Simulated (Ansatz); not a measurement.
Here is an Ansatz input file for Hg, space group P6_3/mmc. Write the same calculation for the Python package.

```yaml
crystal:
  lattice:
    - [3.46181, 0.0, 0.0]
    - [-1.730905, 2.998015, 0.0]
    - [0.0, 0.0, 5.487548]
  atoms:
    - { symbol: Hg, position: [0.666667, 0.333333, 0.75] }
    - { symbol: Hg, position: [0.333333, 0.666667, 0.25] }
kpoints:
  mp_grid: { kspacing: 0.3 }
hamiltonian:
  xc: lda
scf:
  occupations: { method: methfessel_paxton, width: 0.15 }
  initial_density: { chi_scale: 0.0 }
output:
  stress: true
  eigenvalues: true
```

Launched from the shell:
```console
$ ansatz run input.yaml --threads 1 --pin off --max-ram 3072MiB --backend cpu --events-out ev --progress --plain --runs-dir out
Warning: the atoms were moved onto the symmetric positions of the space group found under crystal.symmetry.tolerance 1.0e-5 (fractional; no operation is sought that the atoms, as they stand in a round, miss by more than twice it, and no atom is moved by as much as it), and the run uses the moved positions. Before a round's move an operation carried an atom to 3.46e-6 Å from where it should land, [...]
Engine: ansatz 0.2.0, aarch64-unknown-linux-gnu
Pseudopotentials: kind: paw
Pseudopotential: Hg, paw, valence charge 20, recommended cutoff 420 eV (normal), Hg.paw.azcp
Functional definition: SPW92
  exchange = slater_x
  correlation = pw_c
Crystal: 2 atoms, lattice volume = 56.953 Å³
Basis set: ecut = 420 eV, 1093 PW (Γ)
Bands: 24, of which v1, the nominal top of the filled ones, is band 20 counted from 1 (19 counted from 0)
Symmetry: 24 space group operations
Space group: P63/mmc (ITA 194), of the structure as read, at distance tolerance 3.8e-5 Å
k-points: 24 of 196
Non-local potential: Hg, projectors of the file, l = 0: 3, l = 1: 2, l = 2: 2, l = 3: 1
PAW form: soft (Blöchl's): semilocal exchange-correlation on the pseudo side does not see the compensation charge
PAW frozen core: Hg, regenerated for the run's functional, and the local potential with it (the file was generated under x = pbe(κ = 0.804, μ = 0.2195149727645171), c = pbe(β = 0.06672455060314922))
PAW one-centre angular grid: Hg, 590 points (default); XC on 64 Gauss nodes
Initial density: superposition of atomic densities (chi_scale 0, normalization cell)
Initial wavefunctions: pseudopotential atomic-orbital guess
Functional: x = slater, c = lda
SCF iter   1: F=—  HF=-27044.613064 eV  |F-HF|=—  |Δ(HF+E_count)|=         —  Δρ=1.60e-2  dr2=2.16e-1  ethr=3.10e-3  ⟨swp⟩=4.9  Hψ=2108  notcnv=0
preconditioner: auto → Resta (q_TF=auto, 2.572 Å⁻¹)  ε∞=6.7  [insulator: Δε(μ)=0.254 eV  Ē_g=10.116 eV  σ=0.150 eV  W_gap=0.96  n_scr=22 (ndim 8)  ℏωp=24.1 eV  f_vac=0.019  D(μ)=0.37/eV (n_scr^D=0)  ε∞_Penn≈6.7]
SCF iter   2: F=—  HF=-27044.557172 eV  |F-HF|=—  |Δ(HF+E_count)|=   5.59e-2  S|Δr|=    0.00e0  Δρ=7.09e-3  dr2=4.23e-2  ethr=5.39e-4  ⟨swp⟩=1.5  Hψ=891  notcnv=0
SCF iter   3: F=—  HF=-27044.542834 eV  |F-HF|=—  |Δ(HF+E_count)|=   1.43e-2  S|Δr|=    0.00e0  Δρ=2.08e-3  dr2=2.15e-3  ethr=1.06e-4  ⟨swp⟩=2.1  Hψ=801  notcnv=0
SCF iter   4: F=—  HF=-27044.542658 eV  |F-HF|=—  |Δ(HF+E_count)|=   1.77e-4  S|Δr|=    0.00e0  Δρ=3.54e-4  dr2=5.02e-5  ethr=5.37e-6  ⟨swp⟩=2.4  Hψ=923  notcnv=0
SCF iter   5: F=—  HF=-27044.542665 eV  |F-HF|=—  |Δ(HF+E_count)|=   7.24e-6  S|Δr|=    0.00e0  Δρ=6.29e-5  dr2=2.39e-6  ethr=1.26e-7  ⟨swp⟩=2.0  Hψ=972  notcnv=0
SCF iter   6: F=-27044.542666 eV  HF=-27044.542666 eV  |F-HF|=1.25e-8  |Δ(HF+E_count)|=   1.02e-6  S|Δr|=    0.00e0  Δρ=1.10e-5  dr2=8.30e-8  ethr=2.50e-10  ⟨swp⟩=3.3  Hψ=2355  notcnv=0
SCF 1 converged in 6 iterations: F = -27044.542666 eV  dr2 = 8.30e-8
  greatest PAW one-centre occupation: 1.000 electrons in one spin orbital (limit 2), on the Hg atom at site 1 (counted from 0), in its partial waves of l = 0
SCF converged after 6 iterations
Stability not checked: this state was not tested for a lower state beside it, because cold or Methfessel-Paxton smearing, or corrected tetrahedra, fill the levels in a way that the test cannot read (fill_not_monotonic; see scf.lower_state_search)
Free energy (F): -27044.542666 eV
Harris-Foulkes:  -27044.542666 eV  (|F-HF|=1.25e-8)
Internal energy: -27044.542520 eV  (E = F + TS)
E sigma→0 (E₀):  -27044.542629 eV
Entropy (-TS):   -0.000146 eV (-0.073 meV/atom)
Fermi energy:    10.577435 eV
--- Per-component energies (eV) ---
  E_band       = -906.384515
  E_kinetic    = 1209.258868
  E_local      = -5586.722565  (includes V_loc(G=0)·N_el)
  E_nonlocal   = 161.784321
  E_hartree    = 2366.409654
  E_xc         = -436.696998
  E_vxc        = -522.355218  (∫ρ·V_xc dr)
  E_paw        = -19312.848270  (= ΣΔE_a)
  E_vpaw       = -901.156940  (= ΣTr[D̂ρ^β])
  E_aug_tail   = 0.001693  (compensation charges beyond the density's cutoff)
  E_ewald      = -5446.881408
  E_core_change = 1.152185  (= ΣΔE_core)
  E_smearing   = -0.000146  (= −TS)
  E_closure    = -0.000000  (closes the sum)
  Σ components = -27044.542666   (vs F -27044.542666, Δ=0.00e0)
--- Stress (GPa, compression-positive) ---
       -4.102816      -0.000000       0.000000
       -0.000000      -4.102816       0.000000
        0.000000       0.000000      -4.017331
  P = ⅓ Tr σ = -4.0743 GPa (-40.743 kbar)
--- Band table (eV; the first three rows and the last of 24) ---
  k-point 0: bands = ["-103.4425", "-103.4421", "-51.7420", "-51.7265", "-51.7265", "-51.7256", "-51.7234", "-51.7234", "3.3171", "4.0050", "4.6748", "4.6791", "4.6791", "4.7779", "4.7779", "4.8599", "4.8599", "5.3825", "5.3825", "9.3230", "10.2351", "21.5263", "21.5263", "23.0296"]
  k-point 1: bands = ["-103.4424", "-103.4421", "-51.7396", "-51.7280", "-51.7261", "-51.7261", "-51.7239", "-51.7239", "3.6680", "4.0672", "4.6183", "4.6183", "4.6487", "4.7196", "4.7196", "5.0131", "5.0131", "5.3516", "5.3516", "7.0448", "13.2035", "21.5351", "21.7883", "21.7883"]
  k-point 2: bands = ["-103.4423", "-103.4423", "-51.7338", "-51.7338", "-51.7250", "-51.7250", "-51.7250", "-51.7250", "4.1526", "4.1526", "4.6280", "4.6280", "4.6280", "4.6280", "5.1781", "5.1781", "5.2248", "5.2248", "5.2248", "5.2248", "17.1733", "17.1733", "22.5085", "22.5085"]
  k-point 23: bands = ["-103.4421", "-103.4421", "-51.7371", "-51.7371", "-51.7313", "-51.7313", "-51.7276", "-51.7276", "4.2734", "4.2734", "4.6317", "4.6317", "4.8389", "4.8389", "5.0000", "5.0000", "5.4215", "5.4215", "9.6231", "9.6231", "12.5337", "12.5337", "14.4060", "14.4060"]
```

Script `run_deck.py`:
```python
"""Single point of Hg through the engine session."""

import json
import warnings

import ansatz as az


def main() -> None:
    warnings.simplefilter("ignore", az.DeckWarning)

    inputs = {
        "crystal": {
            "lattice": [[3.46181, 0.0, 0.0], [-1.730905, 2.998015, 0.0], [0.0, 0.0, 5.487548]],
            "atoms": [
                {"symbol": "Hg", "position": [0.666667, 0.333333, 0.75]},
                {"symbol": "Hg", "position": [0.333333, 0.666667, 0.25]},
            ],
        },
        "kpoints": {"mp_grid": {"kspacing": 0.3}},
        "hamiltonian": {"xc": "lda"},
        "scf": {
            "occupations": {"method": "methfessel_paxton", "width": 0.15},
            "initial_density": {"chi_scale": 0.0},
        },
        "output": {"stress": True, "eigenvalues": True},
    }

    planned = az.Session.from_dict(inputs).plan(threads=1, pin="off")
    out = planned.execute()
    r = out.report

    for key in ("converged", "n_iterations", "n_electrons", "n_kpoints", "n_pw", "n_symmetry_ops", "free_energy_ev", "fermi_energy_ev"):
        print(f"{key:18s} {r[key]}")

    print("band  energy (eV)  occupation (first spin channel), at k =", r["kpoints_frac"][0])
    for band, (e, occ) in enumerate(zip(r["eigenvalues_ev"][0], r["occupations"][0]), start=1):
        print(f"{band:4d} {e:12.4f} {occ:9.4f}")

    edges = r.get("band_edges_ev")
    if edges:
        print(f"band edges on the mesh: {edges[0]:.3f} and {edges[1]:.3f} eV, gap {edges[1] - edges[0]:.3f} eV")
    else:
        print("no band edges reported (a metal, or a gap too narrow for this smearing); Fermi level", round(r["fermi_energy_ev"], 3), "eV")

    keep = ["free_energy_ev", "energy_sigma0_ev", "fermi_energy_ev", "n_iterations", "converged", "magnetization_mub", "n_kpoints"]
    with open("hg.json", "w") as handle:
        json.dump({key: r[key] for key in keep}, handle, indent=1)


if __name__ == "__main__":
    main()
```

```console
$ python run_deck.py
converged          True
n_iterations       6
n_electrons        40.0
n_kpoints          24
n_pw               1093
n_symmetry_ops     24
free_energy_ev     -27044.542665922105
fermi_energy_ev    10.57743522607648
band  energy (eV)  occupation (first spin channel), at k = [0.0, 0.0, 0.0]
   1    -103.4425    2.0000
   2    -103.4421    2.0000
   3     -51.7420    2.0000
   4     -51.7265    2.0000
   5     -51.7265    2.0000
   6     -51.7256    2.0000
   7     -51.7234    2.0000
   8     -51.7234    2.0000
   9       3.3171    2.0000
  10       4.0050    2.0000
  11       4.6748    2.0000
  12       4.6791    2.0000
  13       4.6791    2.0000
  14       4.7779    2.0000
  15       4.7779    2.0000
  16       4.8599    2.0000
  17       4.8599    2.0000
  18       5.3825    2.0000
  19       5.3825    2.0000
  20       9.3230    2.0000
  21      10.2351    2.0058
  22      21.5263    0.0000
  23      21.5263    0.0000
  24      23.0296    0.0000
no band edges reported (a metal, or a gap too narrow for this smearing); Fermi level 10.577 eV
```

Caveats:
- These settings explore the input space; cutoff and mesh may be short of convergence.
- The computed bands are complete only to about 3.8 eV above the Fermi level.
- For a metal this k-point mesh is coarse: on a finer one energies can move by several to tens of meV an atom and pressures by half a GPa or more, differences at one mesh by less.
- Only differences from the Fermi energy are physical; the zero of the scale is a convention.
- This isn't the structure that Hg takes at ambient conditions.
- Gaps and levels are Kohn-Sham values on a finite set of k-points, without spin-orbit coupling.
- The whole script took 1.8 s on 1 thread of Arm Neoverse V1, on a shared host, peak memory 0.32 GiB.

(Lines on the test bed's own set-up are left out of the output.)
